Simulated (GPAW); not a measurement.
## WS in GPAW: the effect of target pressure

WS:

```
W S
1.0
     3.00789    0.00000    0.00000
     0.00000    3.00789    0.00000
     0.00000    0.00000    3.00789
W S
1 1
Direct
  0.50000 0.50000 0.50000
  0.00000 0.00000 0.00000
```

The cell was built by a generator and needn't be a form met in nature.

Alike in all runs:

| Quantity | Value |
| --- | --- |
| Program | GPAW 26.7.0 |
| Task | relaxation of cell and atoms |
| Functional | PBEsol |
| Potentials or basis | PAW data sets generated in the run's folder for this functional |
| Cutoff | 600 eV |
| Basis | pw |
| k mesh | 9 × 9 × 9 |
| Occupations | fermi-dirac, width 0.05 eV |
| Spin | no spin polarisation |

Each run relaxes the cell or the atoms first.

| target pressure | target pressure | relaxed volume (Å³/atom) |
| --- | --- | --- |
| 0 GPa | - | 13.18 |
| 2 GPa | 2 GPa | 13.09 |
| 5 GPa | 5 GPa | 12.95 |
| 10 GPa | 10 GPa | 12.74 |
| 20 GPa | 20 GPa | 12.37 |
| 30 GPa | 30 GPa | ? |

What does the run with target pressure 30 GPa give?

Relaxed volume 12.05 Å³/atom.

Worked out: In Murnaghan's law V^(-B') rises as a straight line in P. The other rows fit best with B' = 4.8, V0 = 13.18 Å³/atom and B0 = 269 GPa, which gives 12.06 Å³/atom at 30 GPa, against the run's 12.05.

Caveats: later steps reuse the first step's grids.
